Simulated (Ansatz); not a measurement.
# BrClFSn radical: small, medium and large basis sets

Aim: see how fast density functionals converge with the basis set for BrClFSn radical.

Method: one geometry, several basis sets; program: Ansatz 0.2.0, Gaussian basis.

Levels to be run: PBE0-D4/def2-SVP; ωB97M-V/def2-SVP; PBE0-D4/def2-QZVPP; ωB97M-V/def2-QZVPP; the functionals' def2-TZVPP values are taken from earlier runs.

1 further run of the same task is left out (for a known fault of the program).

### 1 The relaxed structure

All runs share one geometry, relaxed beforehand with PBE0-D4 in a triple-zeta def2 set. Sn takes the def2 core potential; no spin-orbit term is included.

SMILES `[F][Sn]([Cl])[Br]`, 4 atoms, charge 0, spin multiplicity 2.

Atoms are counted from 1 here; the program's logs count them from 0.

Bond lengths: F1–Sn2 1.917 Å, Sn2–Cl3 2.328 Å, Sn2–Br4 2.484 Å. Angles: F1–Sn2–Cl3 104.4°, F1–Sn2–Br4 106.2°, Cl3–Sn2–Br4 110.8°.

### 2 PBE0-D4 in def2-SVP

The input, in.yaml:

```yaml
crystal:
  periodic: [false, false, false]
  atoms:
    - {symbol: F, position_ang: [-1.817838, 0.269312, 0.108095]}
    - {symbol: Sn, position_ang: [-0.130433, -0.619251, -0.087473]}
    - {symbol: Cl, position_ang: [0.970480, -0.223959, 1.925682]}
    - {symbol: Br, position_ang: [1.033391, 0.513597, -1.966504]}
basis:
  gaussian: {orbitals: def2-SVP}
magnetization: {spin_polarized: true, initial_magnetization: 1}
hamiltonian: {xc: pbe0, dispersion: d4}
output: {orbitals: {seedname: orbitals}}
```

Started as:

```
$ ansatz run in.yaml --threads 4 --pin off --events-out ev --progress --plain --max-ram 10444MiB
```

The runs that follow: ωB97M-V in def2-SVP; PBE0-D4 in def2-QZVPP; ωB97M-V in def2-QZVPP.

**Question.** What will the summary of the whole plan be? Wanted: PBE0-D4: double and triple zeta above quadruple; ωB97M-V: double and triple zeta above quadruple.

**Answer**, as computed:

| quantity | value |
| --- | --- |
| PBE0-D4: double and triple zeta above quadruple | 18.73, 2.03 eV |
| ωB97M-V: double and triple zeta above quadruple | 18.63, 1.95 eV |

In words: For PBE0-D4 the step from double to triple zeta gains 16.69 eV and the next only 2.03 eV. These are total energies; as a rule much of such shifts cancels in differences, which this series doesn't test.
